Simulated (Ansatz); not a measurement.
# Ge(OEt)H3 (C₂H₈GeO): single points with varied inputs

Aim: run Ge(OEt)H3 (C₂H₈GeO) under a spread of inputs, and see what each costs and gives.

The runs use Ansatz 0.2.0, Gaussian basis; the settings change from run to run.

## (1) The molecule

An earlier r2SCAN-D4/def2-SVP relaxation fixed the geometry.

12 atoms, charge 0, spin multiplicity 1.

Atoms are counted from 1 here; the program's logs count them from 0.

Bond lengths: Ge1–O2 1.786 Å, Ge1–H10 1.529 Å, Ge1–H11 1.541 Å, Ge1–H12 1.541 Å, O2–C3 1.416 Å, C3–C4 1.514 Å, C3–H5 1.111 Å, C3–H6 1.111 Å, C4–H7 1.101 Å, C4–H8 1.101 Å, C4–H9 1.101 Å. Angles: O2–Ge1–H10 104.6°, O2–Ge1–H11 109.3°, O2–Ge1–H12 109.2°, H10–Ge1–H11 111.9°, H10–Ge1–H12 111.9°, H11–Ge1–H12 109.8°, Ge1–O2–C3 118.7°, O2–C3–C4 108.6°, O2–C3–H5 110.9°, O2–C3–H6 110.9°, C4–C3–H5 109.9°, C4–C3–H6 109.9°, H5–C3–H6 106.6°, C3–C4–H7 110.9°, C3–C4–H8 110.2°, C3–C4–H9 110.2°, H7–C4–H8 108.7°, H7–C4–H9 108.7° and more.

## (2) PBE-QIDH/STO-3G

Set apart from the defaults: unrestricted orbitals, density fitting with cc-pVTZ-jkfit, high accuracy.

in.yaml reads:

```yaml
crystal:
  periodic: [false, false, false]
  atoms:
    - {symbol: Ge, position_ang: [0.831346, -0.083497, -1.969104]}
    - {symbol: O, position_ang: [0.727776, -0.033484, -0.186991]}
    - {symbol: C, position_ang: [-0.549908, 0.044733, 0.418206]}
    - {symbol: C, position_ang: [-0.373600, 0.052973, 1.921622]}
    - {symbol: H, position_ang: [-1.085470, 0.963237, 0.094550]}
    - {symbol: H, position_ang: [-1.184933, -0.816049, 0.116398]}
    - {symbol: H, position_ang: [-1.347380, 0.114614, 2.431840]}
    - {symbol: H, position_ang: [0.138893, -0.864428, 2.249429]}
    - {symbol: H, position_ang: [0.240073, 0.914000, 2.227840]}
    - {symbol: H, position_ang: [2.329247, -0.162875, -2.265853]}
    - {symbol: H, position_ang: [0.197133, 1.194708, -2.551760]}
    - {symbol: H, position_ang: [0.076814, -1.323942, -2.486177]}
basis:
  gaussian: {orbitals: STO-3G, fitting: {mean_field: cc-pVTZ-jkfit}}
magnetization: {spin_polarized: true, initial_magnetization: 0}
hamiltonian: {xc: {name: PBE-QIDH}}
accuracy: high
output: {forces: true}
```

Command:

```bash
$ ansatz run in.yaml --threads 4 --pin off --events-out ev --progress --plain --max-ram 3916MiB
```

Output (excerpt; [...] marks lines left out):

```text
Functional definition: PBE-QIDH
  name "PBE-QIDH"
  cite "Brémond, Sancho-García, Pérez-Jiménez & Adamo, J. Chem. Phys. 141, 031101 (2014) doi:10.1063/1.4890314"
  cite "Perdew, Burke & Ernzerhof, Phys. Rev. Lett. 77, 3865 (1996) doi:10.1103/PhysRevLett.77.3865"
[...]
684 factors; integrals over basis functions are off by at most 1.8e-2 eV
[...]
mean field -60041.63022340 eV, -2206.4892130313 hartree, gradient 2.6e-8 eV, S^2 0.000000; 0 other end points of the search recorded, 0 dependent functions left out
12 core orbitals not correlated: weight in the atoms' cores, before any rotation towards them, 1.000 or more for the frozen orbitals, at most 0.000 for the correlated occupied ones
reference -60041.63022421 eV, -2206.4892130612 hartree; 18, 18 occupied and 11, 11 virtual orbitals, 684 factors
second order -5.76985392 eV of doubles, -0.00000000 eV of singles
[...]
Total energy: -60043.55350885 eV, -2206.5598924680 hartree
Atom 0 at     0.831346    -0.083497    -1.969104 Å, force    -0.442822     0.012538    -0.419576 eV/Å
Atom 1 at     0.727776    -0.033484    -0.186991 Å, force     1.706667    -0.111403    -0.906909 eV/Å
Atom 2 at    -0.549908     0.044733     0.418206 Å, force    -0.906110     0.016623    -1.726042 eV/Å
Atom 3 at    -0.373600     0.052973     1.921622 Å, force     0.212196     0.007855     1.435127 eV/Å
Atom 4 at    -1.085470     0.963237     0.094550 Å, force    -0.198410    -0.046904     0.172419 eV/Å
Atom 5 at    -1.184933    -0.816049     0.116398 Å, force    -0.191137     0.074982     0.175067 eV/Å
Atom 6 at    -1.347380     0.114614     2.431840 Å, force     0.243011    -0.015696    -0.137258 eV/Å
Atom 7 at     0.138893    -0.864428     2.249429 Å, force    -0.150894     0.230424    -0.049272 eV/Å
Atom 8 at     0.240073     0.914000     2.227840 Å, force    -0.175833    -0.212747    -0.044353 eV/Å
Atom 9 at     2.329247    -0.162875    -2.265853 Å, force    -1.851582     0.098317     0.361558 eV/Å
Atom 10 at     0.197133     1.194708    -2.551760 Å, force     0.803650    -1.587502     0.610513 eV/Å
Atom 11 at     0.076814    -1.323942    -2.486177 Å, force     0.951263     1.533511     0.528727 eV/Å
Dipole moment:    -0.142173     0.002891    -0.155482 e Å
```

Run time: 11 s. Hardware: 4 threads of Intel Xeon at 2.50GHz, shared host.

Largest force 1.949 eV/Å, dipole 1.01 D, ⟨S²⟩ 0.000.

## (3) B3LYP/6-31G*

Options: unrestricted orbitals, coordinates scaled by 1.25, high accuracy.

in.yaml reads:

```yaml
crystal:
  periodic: [false, false, false]
  atoms:
    - {symbol: Ge, position_ang: [1.039182, -0.104371, -2.461380]}
    - {symbol: O, position_ang: [0.909720, -0.041855, -0.233739]}
    - {symbol: C, position_ang: [-0.687385, 0.055916, 0.522758]}
    - {symbol: C, position_ang: [-0.467000, 0.066216, 2.402027]}
    - {symbol: H, position_ang: [-1.356838, 1.204047, 0.118188]}
    - {symbol: H, position_ang: [-1.481166, -1.020061, 0.145498]}
    - {symbol: H, position_ang: [-1.684225, 0.143267, 3.039800]}
    - {symbol: H, position_ang: [0.173616, -1.080535, 2.811786]}
    - {symbol: H, position_ang: [0.300091, 1.142500, 2.784800]}
    - {symbol: H, position_ang: [2.911558, -0.203594, -2.832316]}
    - {symbol: H, position_ang: [0.246416, 1.493385, -3.189700]}
    - {symbol: H, position_ang: [0.096018, -1.654927, -3.107722]}
basis:
  gaussian: {orbitals: "6-31G*"}
magnetization: {spin_polarized: true, initial_magnetization: 0}
hamiltonian: {xc: {name: B3LYP}}
accuracy: high
output: {forces: true}
```

Same command.

Output (excerpt; [...] marks lines left out):

```text
Functional definition: B3LYP
  name "B3LYP"
  cite "Stephens, Devlin, Chabalowski & Frisch, J. Phys. Chem. 98, 11623 (1994) doi:10.1021/j100096a001"
  cite "Becke, Phys. Rev. A 38, 3098 (1988) doi:10.1103/PhysRevA.38.3098"
  cite "Lee, Yang & Parr, Phys. Rev. B 37, 785 (1988) doi:10.1103/PhysRevB.37.785"
  cite "Vosko, Wilk & Nusair, Can. J. Phys. 58, 1200 (1980) doi:10.1139/p80-159"
[...]
2131 factors; integrals over basis functions are off by at most 9.2e-9 eV
[...]
mean field -60753.54991569 eV, -2232.6517791663 hartree, gradient 2.4e-8 eV, S^2 0.000000; 0 other end points of the search recorded, 0 dependent functions left out
[...]
reference -60753.54996810 eV, -2232.6517810924 hartree; 30, 30 occupied and 66, 66 virtual orbitals, 2131 factors
Total energy: -60753.54996810 eV, -2232.6517810924 hartree
[...]
Atom 2 at    -0.687385     0.055916     0.522758 Å, force    -0.668549     0.024694    -0.574787 eV/Å
Atom 3 at    -0.467000     0.066216     2.402027 Å, force     0.589080    -0.026767     0.519628 eV/Å
Atom 4 at    -1.356838     1.204047     0.118188 Å, force     2.351071    -3.662592     1.334590 eV/Å
Atom 5 at    -1.481166    -1.020061     0.145498 Å, force     2.744491     3.408660     1.248428 eV/Å
Atom 6 at    -1.684225     0.143267     3.039800 Å, force     3.952086    -0.253080    -2.316230 eV/Å
Atom 7 at     0.173616    -1.080535     2.811786 Å, force    -2.172417     3.834807    -1.490514 eV/Å
Atom 8 at     0.300091     1.142500     2.784800 Å, force    -2.595366    -3.598580    -1.400243 eV/Å
Atom 9 at     2.911558    -0.203594    -2.832316 Å, force    -2.730014     0.146515     0.602640 eV/Å
Atom 10 at     0.246416     1.493385    -3.189700 Å, force     1.159326    -2.263527     1.010810 eV/Å
Atom 11 at     0.096018    -1.654927    -3.107722 Å, force     1.371709     2.192655     0.894354 eV/Å
Dipole moment:    -0.240646     0.007047    -0.161227 e Å
```

Wall time 15 s (4 threads of Intel Xeon at 2.50GHz, shared host); peak memory 0.55 GiB.

Largest force 4.653 eV/Å, dipole 1.39 D, ⟨S²⟩ 0.000.

## (4) B97M-V/def2-mTZVPP

in.yaml reads:

```yaml
crystal:
  periodic: [false, false, false]
  atoms:
    - {symbol: Ge, position_ang: [0.831346, -0.083497, -1.969104]}
    - {symbol: O, position_ang: [0.727776, -0.033484, -0.186991]}
    - {symbol: C, position_ang: [-0.549908, 0.044733, 0.418206]}
    - {symbol: C, position_ang: [-0.373600, 0.052973, 1.921622]}
    - {symbol: H, position_ang: [-1.085470, 0.963237, 0.094550]}
    - {symbol: H, position_ang: [-1.184933, -0.816049, 0.116398]}
    - {symbol: H, position_ang: [-1.347380, 0.114614, 2.431840]}
    - {symbol: H, position_ang: [0.138893, -0.864428, 2.249429]}
    - {symbol: H, position_ang: [0.240073, 0.914000, 2.227840]}
    - {symbol: H, position_ang: [2.329247, -0.162875, -2.265853]}
    - {symbol: H, position_ang: [0.197133, 1.194708, -2.551760]}
    - {symbol: H, position_ang: [0.076814, -1.323942, -2.486177]}
basis:
  gaussian: {orbitals: def2-mTZVPP}
hamiltonian: {xc: {name: B97M-V}}
scf: {omitted_lower_state_checks: [starts]}
output: {forces: true}
```

The command is unchanged.

Output (excerpt; [...] marks lines left out):

```text
Functional definition: B97M-V
  name "B97M-V"
  cite "Mardirossian & Head-Gordon, J. Chem. Phys. 142, 074111 (2015) doi:10.1063/1.4907719"
  cite "Becke, J. Chem. Phys. 107, 8554 (1997) doi:10.1063/1.475007"
  cite "Vydrov & Van Voorhis, J. Chem. Phys. 133, 244103 (2010) doi:10.1063/1.3521275"
  # Of w^i u^j: cxij and so on, Table III.
[...]
  gx(w, u) = cx00 + cx01*u + cx02*u^2 + (cx10 + cx11*u)*w
  gss(w, u) = css00 + css02*u^2 + css10*w + (css32*w^3 + css42*w^4)*u^2
  gos(w, u) = cos00 + cos01*u + cos03*u^3 + cos10*w + cos32*w^3*u^2
[...]
      + integral(e_c_pw_mod_opposite_spin*gos(b97_w_opposite, b97_u_opposite)) + vv10(b, c)
[...]
1326 factors; their error is unknown
[...]
mean field -60760.17279329 eV, -2232.8951654292 hartree, gradient 1.6e-5 eV, S^2 0.000000; 0 other end points of the search recorded, 0 dependent functions left out
[...]
Atom 3 at    -0.373600     0.052973     1.921622 Å, force     0.125381    -0.004955     0.178890 eV/Å
Atom 4 at    -1.085470     0.963237     0.094550 Å, force     0.250202    -0.370714     0.123304 eV/Å
Atom 5 at    -1.184933    -0.816049     0.116398 Å, force     0.289646     0.341480     0.114536 eV/Å
Atom 6 at    -1.347380     0.114614     2.431840 Å, force     0.389757    -0.024772    -0.218237 eV/Å
Atom 7 at     0.138893    -0.864428     2.249429 Å, force    -0.222404     0.379913    -0.118514 eV/Å
Atom 8 at     0.240073     0.914000     2.227840 Å, force    -0.264203    -0.354712    -0.110250 eV/Å
Atom 9 at     2.329247    -0.162875    -2.265853 Å, force    -0.030460     0.002115     0.006134 eV/Å
Atom 10 at     0.197133     1.194708    -2.551760 Å, force     0.009438    -0.036847     0.013571 eV/Å
Atom 11 at     0.076814    -1.323942    -2.486177 Å, force     0.011984     0.036870     0.010742 eV/Å
Dipole moment:    -0.180517     0.005624    -0.120751 e Å
Checks for a lower state left out: starts
```

Wall time 12 s (4 threads of Intel Xeon at 2.50GHz, shared host).

Largest force 0.538 eV/Å, dipole 1.04 D.

## (5) RPA/6-31G

This run has atoms shaken by 0.08 Å, correlated electrons set to outside_noble_gas.

in.yaml reads:

```yaml
crystal:
  periodic: [false, false, false]
  atoms:
    - {symbol: Ge, position_ang: [0.905053, -0.079180, -1.978144]}
    - {symbol: O, position_ang: [0.621219, 0.120413, -0.219220]}
    - {symbol: C, position_ang: [-0.592017, -0.010316, 0.427103]}
    - {symbol: C, position_ang: [-0.408819, 0.126608, 1.838966]}
    - {symbol: H, position_ang: [-1.067204, 1.043441, 0.150584]}
    - {symbol: H, position_ang: [-1.118634, -0.871529, 0.163880]}
    - {symbol: H, position_ang: [-1.294173, 0.079524, 2.431060]}
    - {symbol: H, position_ang: [0.142703, -0.754353, 2.190133]}
    - {symbol: H, position_ang: [0.174851, 0.803023, 2.313654]}
    - {symbol: H, position_ang: [2.243303, 0.052985, -2.231021]}
    - {symbol: H, position_ang: [0.137771, 1.085322, -2.619401]}
    - {symbol: H, position_ang: [-0.043158, -1.244534, -2.494031]}
basis:
  gaussian: {orbitals: 6-31G}
hamiltonian: {xc: {name: HF}}
correlation: {method: rpa, electrons: outside_noble_gas}
```

Same command.

Output:

```text
Functional definition: HF
  name "HF"
  cite "Fock, Z. Phys. 61, 126 (1930) doi:10.1007/BF01340294"
  parent pbe
  exchange = exact_x
  correlation = 0
837 factors; integrals over basis functions are off by at most 5.9e-4 eV
mean field evaluation 1: about -60682.6215 eV, gradient 3.4e1 eV
mean field evaluation 2: about -60682.6276 eV, gradient 3.4e1 eV
mean field evaluation 4: about -60685.3223 eV, gradient 3.3e0 eV
mean field evaluation 8: about -60685.3536 eV, gradient 8.3e-5 eV
mean field -60685.35359093 eV, -2230.1456104568 hartree, gradient 6.2e-6 eV, S^2 0.000000; 0 other end points of the search recorded, 0 dependent functions left out
17 core orbitals not correlated: weight in the atoms' cores, before any rotation towards them, 0.988 or more for the frozen orbitals, at most 0.009 for the correlated occupied ones
reference -60685.35359093 eV, -2230.1456104568 hartree; 13, 13 occupied and 42, 42 virtual orbitals, 837 factors
Total energy: -60696.69637719 eV, -2230.5624501631 hartree
```

Wall time 2 s (4 threads of Intel Xeon at 2.50GHz, shared host).

## (6) The runs in one table

```csv
level,charge,multiplicity,geometry,functions,energy (eV),time
PBE-QIDH/STO-3G,0,1,relaxed,41,-60043.554,11 s
B3LYP/6-31G*,0,1,scaled,96,-60753.550,15 s
B97M-V/def2-mTZVPP,0,1,relaxed,138,-60760.173,12 s
RPA/6-31G,0,1,shaken,72,-60696.696,2 s
```

## (7) Outcome

| quantity | value |
| --- | --- |
| runs | 4 |
| quickest | RPA/6-31G, 2 s |
| slowest | B3LYP/6-31G*, 15 s |
| spread of total energies, same state and geometry | 716.6 eV |
| dipole, same state and geometry | 1.01 to 1.04 D |

**Reading.** Run time spans a factor of 8, from RPA/6-31G to B3LYP/6-31G*. The jobs differ in tasks and options as well as level. The totals spread over 717 eV; they can't be compared across methods or bases. At the r2SCAN-D4/def2-SVP geometry and in the same state, runs without warnings or point charges leave forces up to 1.95 eV/Å (PBE-QIDH/STO-3G), against 4.7 eV/Å where the atoms were moved.
